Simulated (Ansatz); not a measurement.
# Al13In3N16 (indium aluminium nitride): the cost of one run

Method: DFT LDA, scalar-relativistic, plane waves, PAW, in Ansatz 0.2.0.

### Step 1. Starting point

It takes space group P3m1 (No. 156, trigonal). The conventional cell has a = 6.410 Å, b = 6.410 Å, c = 10.024 Å, α = 90.00°, β = 90.00°, γ = 120.00°. Al (site symmetry 3m) has 4 N at 1.92 to 1.94 Å in its first shell of neighbours. In (site symmetry 3m) has 4 N at 1.92 to 1.94 Å in its first shell of neighbours. Al (site symmetry m) is surrounded by 4 N at 1.92 to 1.94 Å. Only part of the 16 independent sites is listed.

Structure file:

```xyz
32
Lattice="6.4096 0.0000 0.0000 -3.2048 5.5509 0.0000 0.0000 0.0000 10.0240" Properties=species:S:1:pos:R:3 pbc="T T T"
Al    0.0000    1.8503    0.0000
In    0.0000    1.8503    5.0120
Al   -1.6024    4.6257    0.0000
Al   -1.6024    4.6257    5.0120
Al    3.2048    1.8503    0.0000
Al    3.2048    1.8503    5.0120
Al    1.6024    4.6257    0.0000
Al    1.6024    4.6257    5.0120
Al    1.6024    0.9251    2.5060
Al    1.6024    0.9251    7.5180
Al    0.0000    3.7006    2.5060
Al    0.0000    3.7006    7.5180
Al    4.8072    0.9251    2.5060
Al    4.8072    0.9251    7.5180
In    3.2048    3.7006    2.5060
In    3.2048    3.7006    7.5180
N     0.0000    1.8503    1.9196
N     0.0000    1.8503    6.9316
N    -1.6024    4.6257    1.9196
N    -1.6024    4.6257    6.9316
N     3.2048    1.8503    1.9196
N     3.2048    1.8503    6.9316
N     1.6024    4.6257    1.9196
N     1.6024    4.6257    6.9316
N     1.6024    0.9251    4.4256
N     1.6024    0.9251    9.4376
N     0.0000    3.7006    4.4256
N     0.0000    3.7006    9.4376
N     4.8072    0.9251    4.4256
N     4.8072    0.9251    9.4376
N     3.2048    3.7006    4.4256
N     3.2048    3.7006    9.4376
```

### Step 2. Relaxing cell and atoms: Al13In3N16 (indium aluminium nitride), no spin

File input.yaml:

```yaml
crystal:
  lattice:
    - [6.409625, 0.0, 0.0]
    - [-3.2048125, 5.5508980787, 0.0]
    - [0.0, 0.0, 10.024]
  atoms:
    - { symbol: Al, position: [0.1666666667, 0.3333333333, 0.0] }
    - { symbol: In, position: [0.1666666667, 0.3333333333, 0.5] }
    - { symbol: Al, position: [0.1666666667, 0.8333333333, 0.0] }
    - { symbol: Al, position: [0.1666666667, 0.8333333333, 0.5] }
    - { symbol: Al, position: [0.6666666667, 0.3333333333, 0.0] }
    - { symbol: Al, position: [0.6666666667, 0.3333333333, 0.5] }
    - { symbol: Al, position: [0.6666666667, 0.8333333333, 0.0] }
    - { symbol: Al, position: [0.6666666667, 0.8333333333, 0.5] }
    - { symbol: Al, position: [0.3333333333, 0.1666666667, 0.25] }
    - { symbol: Al, position: [0.3333333333, 0.1666666667, 0.75] }
    - { symbol: Al, position: [0.3333333333, 0.6666666667, 0.25] }
    - { symbol: Al, position: [0.3333333333, 0.6666666667, 0.75] }
    - { symbol: Al, position: [0.8333333333, 0.1666666667, 0.25] }
    - { symbol: Al, position: [0.8333333333, 0.1666666667, 0.75] }
    - { symbol: In, position: [0.8333333333, 0.6666666667, 0.25] }
    - { symbol: In, position: [0.8333333333, 0.6666666667, 0.75] }
    - { symbol: "N", position: [0.1666666667, 0.3333333333, 0.1915] }
    - { symbol: "N", position: [0.1666666667, 0.3333333333, 0.6915] }
    - { symbol: "N", position: [0.1666666667, 0.8333333333, 0.1915] }
    - { symbol: "N", position: [0.1666666667, 0.8333333333, 0.6915] }
    - { symbol: "N", position: [0.6666666667, 0.3333333333, 0.1915] }
    - { symbol: "N", position: [0.6666666667, 0.3333333333, 0.6915] }
    - { symbol: "N", position: [0.6666666667, 0.8333333333, 0.1915] }
    - { symbol: "N", position: [0.6666666667, 0.8333333333, 0.6915] }
    - { symbol: "N", position: [0.3333333333, 0.1666666667, 0.4415] }
    - { symbol: "N", position: [0.3333333333, 0.1666666667, 0.9415] }
    - { symbol: "N", position: [0.3333333333, 0.6666666667, 0.4415] }
    - { symbol: "N", position: [0.3333333333, 0.6666666667, 0.9415] }
    - { symbol: "N", position: [0.8333333333, 0.1666666667, 0.4415] }
    - { symbol: "N", position: [0.8333333333, 0.1666666667, 0.9415] }
    - { symbol: "N", position: [0.8333333333, 0.6666666667, 0.4415] }
    - { symbol: "N", position: [0.8333333333, 0.6666666667, 0.9415] }
scf:
  occupations: { method: fixed }
output:
  forces: true
  stress: true
  eigenvalues: true
  write_density: true
  write_potential: true
  elf: true
  volumetric_format: npy
hamiltonian:
  xc: lda
basis:
  ecutwfc: 560
kpoints:
  mp_grid: { grid: [3, 3, 2] }
relax:
  f_tol: 0.005
  max_steps: 80
  cell: { stress_tol: 0.1 }
```

Launch:

```bash
ansatz run input.yaml --threads 16 --pin off --max-ram 28672MiB --backend cpu --events-out ev --progress --plain --runs-dir out
```

What time and memory should one allow on 16 threads of Intel Xeon Platinum 8259CL at 2.50GHz (Skylake/Cascade Lake), shared host?

About 37 s, with a peak of 1.8 GiB.
